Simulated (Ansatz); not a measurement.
**AlBrH3NSi: basis-set convergence**

An exercise on one series of results from a longer session: the logs are not shown, and one member is left open.

Computed with Ansatz 0.2.0, Gaussian basis. Level: one geometry, several basis sets.

Levels to be run: PBE0-D4/def2-SVP; ωB97M-V/def2-SVP; PBE0-D4/def2-QZVPP; ωB97M-V/def2-QZVPP; the functionals' def2-TZVPP values are taken from earlier runs.

## The geometry

All runs share one geometry, relaxed beforehand with PBE0-D4 in a triple-zeta def2 set.

7 atoms, charge 0, spin multiplicity 1.

Atoms are counted from 1 here; the program's logs count them from 0.

Bond lengths: Br1–Al2 2.242 Å, Al2–N3 1.766 Å, Al2–Si4 2.291 Å, N3–Si4 1.767 Å, N3–H5 1.009 Å, Si4–H6 1.492 Å, Si4–H7 1.492 Å. Angles: Br1–Al2–N3 135.5°, Br1–Al2–Si4 174.9°, N3–Al2–Si4 49.6°, Al2–N3–Si4 80.8°, Al2–N3–H5 149.8°, Si4–N3–H5 129.4°, Al2–Si4–N3 49.6°, Al2–Si4–H6 126.3°, Al2–Si4–H7 126.3°, N3–Si4–H6 116.6°, N3–Si4–H7 116.6°, H6–Si4–H7 106.5°.

The first run:

File in.yaml:

```yaml
crystal:
  periodic: [false, false, false]
  atoms:
    - {symbol: Br, position_ang: [-1.276138, -3.053903, 1.324811]}
    - {symbol: Al, position_ang: [-0.541247, -1.040697, 0.668026]}
    - {symbol: N, position_ang: [0.308934, -0.408583, -0.745521]}
    - {symbol: Si, position_ang: [0.134600, 1.091014, 0.172428]}
    - {symbol: H, position_ang: [0.739980, -0.562095, -1.644957]}
    - {symbol: H, position_ang: [-0.700162, 2.160429, -0.447454]}
    - {symbol: H, position_ang: [1.395233, 1.745936, 0.626967]}
basis:
  gaussian: {orbitals: def2-SVP}
hamiltonian: {xc: pbe0, dispersion: d4}
output: {orbitals: {seedname: orbitals}}
```

Started as:

```console
$ ansatz run in.yaml --threads 2 --pin off --events-out ev --progress --plain --max-ram 4352MiB
```

Among the steps run: PBE0-D4 in def2-SVP; ωB97M-V in def2-SVP; PBE0-D4 in def2-QZVPP; ωB97M-V in def2-QZVPP.

One table of the session follows, with a row left open; its other results are not shown here.

It belongs to the step «Functionals by basis». 

| functional | basis | HOMO (eV) | LUMO (eV) |
| --- | --- | --- | --- |
| PBE0-D4 | def2-SVP | ? | ? |
| PBE0-D4 | def2-TZVPP | -6.84 | -1.60 |
| PBE0-D4 | def2-QZVPP | -6.85 | -1.64 |
| ωB97M-V | def2-SVP | -8.73 | 0.27 |
| ωB97M-V | def2-TZVPP | -8.79 | 0.09 |
| ωB97M-V | def2-QZVPP | -8.80 | -0.03 |

Q: Estimate the row for PBE0-D4, def2-SVP from the others.

**Answer.** HOMO (eV): -6.82; LUMO (eV): -1.49. In the column «HOMO (eV)» it is the highest.
